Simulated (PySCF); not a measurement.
# C₄H₆F₂O₂Si: magnetic properties

Aim: compute the magnetic properties of C₄H₆F₂O₂Si (`O=C[C@@]1(F)CO[SiH2][C@@H]1F`).

Programs: PySCF 2.14.0, with routines of our own; each step states its level. All values are computed. Atoms count from 0.

## (1) The starting structure

15 atoms, charge 0, multiplicity 1; geometry from: GFN2-xTB.

## (2) Magnetic properties: GIAO CAM-B3LYP/pcSseg-1

The job: settings as JSON, then the geometry in Å.

```
{"job": {"kind": "mag", "xc": "CAM-B3LYP", "basis": "pcSseg-1", "isotopologues": 0}, "charge": 0, "multiplicity": 1}
O     -1.064244    -0.276137     1.876377
C     -1.567606    -0.096558     0.803422
C     -0.775334    -0.073705    -0.472574
F     -1.626858    -0.219518    -1.546211
C     -0.059903     1.295632    -0.554649
O      1.011115     1.282683     0.332074
Si     1.610518    -0.198995     0.703008
C      0.324552    -1.125863    -0.397447
F      0.874194    -1.310933    -1.651720
H     -2.644965     0.101774     0.672745
H     -0.735279     2.115478    -0.291298
H      0.287542     1.432124    -1.585043
H      2.901804    -0.374080     0.050244
H      1.527494    -0.449448     2.124780
H     -0.067445    -2.094462    -0.085620
```

With the program's defaults for keys left out, this is: GIAO CAM-B3LYP/pcSseg-1 magnetisability, rotational g tensor and spin-rotation constants, non-relativistic, gas phase.

Started as:

```sh
> OMP_NUM_THREADS=1 python excited_run.py task.json out
```

One launch serves the whole session: the jobs run in the order shown.

Output:

```text
coarse grid: 14032 points
cycle   1  E = -795.0581170400  dE =  1.733e+00  |g| = 1.247e+00  |ddm| = 3.498e+00
cycle   2  E = -794.6532325129  dE =  4.049e-01  |g| = 2.003e+00  |ddm| = 2.307e+00
cycle   3  E = -795.3346826778  dE = -6.815e-01  |g| = 1.550e-01  |ddm| = 1.539e+00
cycle   4  E = -795.3371630949  dE = -2.480e-03  |g| = 1.114e-01  |ddm| = 1.684e-01
cycle   5  E = -795.3391432451  dE = -1.980e-03  |g| = 1.146e-02  |ddm| = 7.804e-02
cycle   6  E = -795.3391747355  dE = -3.149e-05  |g| = 4.200e-03  |ddm| = 1.631e-02
cycle   7  E = -795.3391786740  dE = -3.939e-06  |g| = 1.252e-03  |ddm| = 5.237e-03
final grid: 134616 points
cycle   8  E = -795.4349018040  dE = -2.753e-05  |g| = 6.173e-03  |ddm| = 1.678e-02
cycle   9  E = -795.4348962055  dE =  5.599e-06  |g| = 8.724e-03  |ddm| = 9.153e-03
cycle  10  E = -795.4349082759  dE = -1.207e-05  |g| = 6.457e-04  |ddm| = 5.183e-03
cycle  11  E = -795.4349083343  dE = -5.838e-08  |g| = 3.482e-04  |ddm| = 6.076e-04
cycle  12  E = -795.4349083547  dE = -2.037e-08  |g| = 8.034e-05  |ddm| = 3.146e-04
cycle  13  E = -795.4349083560  dE = -1.371e-09  |g| = 1.821e-05  |ddm| = 7.651e-05
cycle  14  E = -795.4349083562  dE = -1.539e-10  |g| = 6.491e-06  |ddm| = 3.312e-05
converged SCF energy = -795.4349083562

Magnetisability tensor (1e-30 J/T^2)
    -1059.67       -9.82       37.13
       -9.82    -1145.32      -36.86
       37.13      -36.86    -1083.29
isotropic -1096.09   principal values   -1162.99  -1100.51  -1024.77
isotropic susceptibility -66.008 1e-6 cm^3/mol

Inertial axes            a          b          c
rot. const./GHz      1.7279     1.5344     1.1698
chi total           -62.671    -68.045    -67.309
chi diamagnetic    -761.991   -852.310  -1059.196
chi paramagnetic    699.320    784.265    991.888
quadrupole/D A        4.078     -9.731      5.652
g nuclear            0.5301     0.5417     0.5217
g electronic        -0.5677    -0.5654    -0.5451
g total             -0.0376    -0.0237    -0.0234

Spin-rotation constants (kHz, H = +C I.J)
atom  isotope        aa         bb         cc
  3    19F        0.702      0.424      0.603
  8    19F        0.117      0.617     -0.049
  9     1H        0.162     -0.093     -0.103
 10     1H       -0.175     -0.050     -0.025
 11     1H       -0.206      0.025     -0.053
 12     1H       -0.041     -0.013     -0.115
 13     1H       -0.108     -0.003     -0.074
 14     1H       -0.151     -0.195      0.080
  0    17O*      -1.470     -1.183     -0.251
  1    13C*       0.931      0.750      0.345
  2    13C*       0.439      0.449      0.328
  4    13C*       0.277      0.387      0.292
  5    17O*      -0.100     -0.092     -0.042
  6   29Si*      -1.189     -1.021     -0.699
  7    13C*       0.480      0.293      0.356
* in the singly substituted isotopologue
```

It took 79 s on 1 thread of Arm Neoverse N1, shared host; peak memory 0.89 GiB.

In short:

| quantity | value |
| --- | --- |
| magnetisability | -1096·10⁻³⁰ J/T² |
| molar susceptibility | -66.0·10⁻⁶ cm³/mol |
| rotational g (a, b, c) | -0.0376, -0.0237, -0.0234 |

## (3) Magnetic properties: GIAO HCTH407/3-21G

Settings changed since step 2:

```diff
@@ -1,2 +1,2 @@
-{"job": {"kind": "mag", "xc": "CAM-B3LYP", "basis": "pcSseg-1", "isotopologues": 0}, "charge": 0, "multiplicity": 1}
+{"job": {"kind": "mag", "xc": "HCTH407", "basis": "3-21G"}, "charge": 0, "multiplicity": 1}
 O     -1.064244    -0.276137     1.876377
```

With the program's defaults for keys left out, this is: GIAO HCTH407/3-21G magnetisability, rotational g tensor and spin-rotation constants, non-relativistic, gas phase.

Output:

```text
coarse grid: 14032 points
cycle   1  E = -790.8528648481  dE =  1.122e+00  |g| = 1.215e+00  |ddm| = 4.048e+00
cycle   2  E = -789.3477955582  dE =  1.505e+00  |g| = 2.978e+00  |ddm| = 5.316e+00
cycle   3  E = -791.1003855002  dE = -1.753e+00  |g| = 3.612e-01  |ddm| = 4.194e+00
cycle   4  E = -791.1194531606  dE = -1.907e-02  |g| = 2.133e-01  |ddm| = 5.775e-01
cycle   5  E = -791.1273073187  dE = -7.854e-03  |g| = 5.990e-02  |ddm| = 2.436e-01
cycle   6  E = -791.1281180947  dE = -8.108e-04  |g| = 1.371e-02  |ddm| = 8.948e-02
cycle   7  E = -791.1281520005  dE = -3.391e-05  |g| = 4.572e-03  |ddm| = 1.669e-02
cycle   8  E = -791.1281564936  dE = -4.493e-06  |g| = 1.044e-03  |ddm| = 6.763e-03
final grid: 134616 points
cycle   9  E = -791.2325101316  dE = -3.456e-05  |g| = 1.522e-02  |ddm| = 3.576e-02
cycle  10  E = -791.2322928721  dE =  2.173e-04  |g| = 3.628e-02  |ddm| = 5.179e-02
cycle  11  E = -791.2325492700  dE = -2.564e-04  |g| = 5.548e-03  |ddm| = 3.889e-02
cycle  12  E = -791.2325556723  dE = -6.402e-06  |g| = 7.123e-04  |ddm| = 5.281e-03
cycle  13  E = -791.2325557534  dE = -8.117e-08  |g| = 2.570e-04  |ddm| = 1.095e-03
cycle  14  E = -791.2325557696  dE = -1.618e-08  |g| = 4.735e-05  |ddm| = 3.989e-04
cycle  15  E = -791.2325557701  dE = -4.493e-10  |g| = 1.867e-05  |ddm| = 7.400e-05
converged SCF energy = -791.2325557701

Magnetisability tensor (1e-30 J/T^2)
    -1077.35      -26.35       42.91
      -26.35    -1151.34      -47.39
       42.91      -47.39    -1109.09
isotropic -1112.60   principal values   -1182.12  -1128.17  -1027.50
isotropic susceptibility -67.002 1e-6 cm^3/mol

Inertial axes            a          b          c
rot. const./GHz      1.7279     1.5344     1.1698
chi total           -63.734    -69.727    -67.545
chi diamagnetic    -759.364   -851.037  -1056.511
chi paramagnetic    695.630    781.310    988.966
quadrupole/D A        3.345     -8.166      4.821
g nuclear            0.5301     0.5417     0.5217
g electronic        -0.5647    -0.5632    -0.5435
g total             -0.0346    -0.0215    -0.0218

Spin-rotation constants (kHz, H = +C I.J)
atom  isotope        aa         bb         cc
  3    19F        0.728      0.122      0.530
  8    19F        0.184      0.641      0.122
  9     1H        0.149     -0.091     -0.106
 10     1H       -0.183     -0.056     -0.032
 11     1H       -0.210      0.016     -0.059
 12     1H       -0.052     -0.022     -0.120
 13     1H       -0.115     -0.016     -0.079
 14     1H       -0.163     -0.196      0.068
  0    17O*      -1.272     -0.965     -0.209
  1    13C*       0.740      0.588      0.272
  2    13C*       0.371      0.368      0.271
  4    13C*       0.217      0.321      0.239
  5    17O*      -0.032     -0.054     -0.048
  6   29Si*      -0.964     -0.856     -0.555
  7    13C*       0.386      0.241      0.295
* in the singly substituted isotopologue
```

Run time: 26 s. Hardware: 1 thread of Arm Neoverse N1, shared host; peak memory 0.53 GiB.

Key values:

| quantity | value |
| --- | --- |
| magnetisability | -1113·10⁻³⁰ J/T² |
| molar susceptibility | -67.0·10⁻⁶ cm³/mol |
| rotational g (a, b, c) | -0.0346, -0.0215, -0.0218 |

## (4) The levels compared

| level | ξ (10⁻³⁰ J/T²) | g(a) | g(b) | gap (eV) | functions | time |
| --- | --- | --- | --- | --- | --- | --- |
| GIAO CAM-B3LYP/pcSseg-1 | -1096 | -0.0376 | -0.0237 | 9.10 | 190 | 79 s |
| GIAO HCTH407/3-21G | -1113 | -0.0346 | -0.0215 | 3.70 | 97 | 26 s |

## (5) Results

| quantity | value |
| --- | --- |
| magnetisability (step 2, GIAO CAM-B3LYP/pcSseg-1) | -1096·10⁻³⁰ J/T² |
| molar susceptibility (step 2, GIAO CAM-B3LYP/pcSseg-1) | -66.0·10⁻⁶ cm³/mol |
| rotational g (a, b, c) (step 2, GIAO CAM-B3LYP/pcSseg-1) | -0.0376, -0.0237, -0.0234 |
| magnetisability over the levels | -1113 to -1096·10⁻³⁰ J/T² |

**Reading.** The magnetisability spreads by 1.5 % over 2 levels, from GIAO HCTH407/3-21G (26 s) to GIAO CAM-B3LYP/pcSseg-1 (79 s); the runs took 26 s to 79 s. Two levels can agree by chance, so this spread shows no convergence. Vibrational averaging and real surroundings are missing from these values.
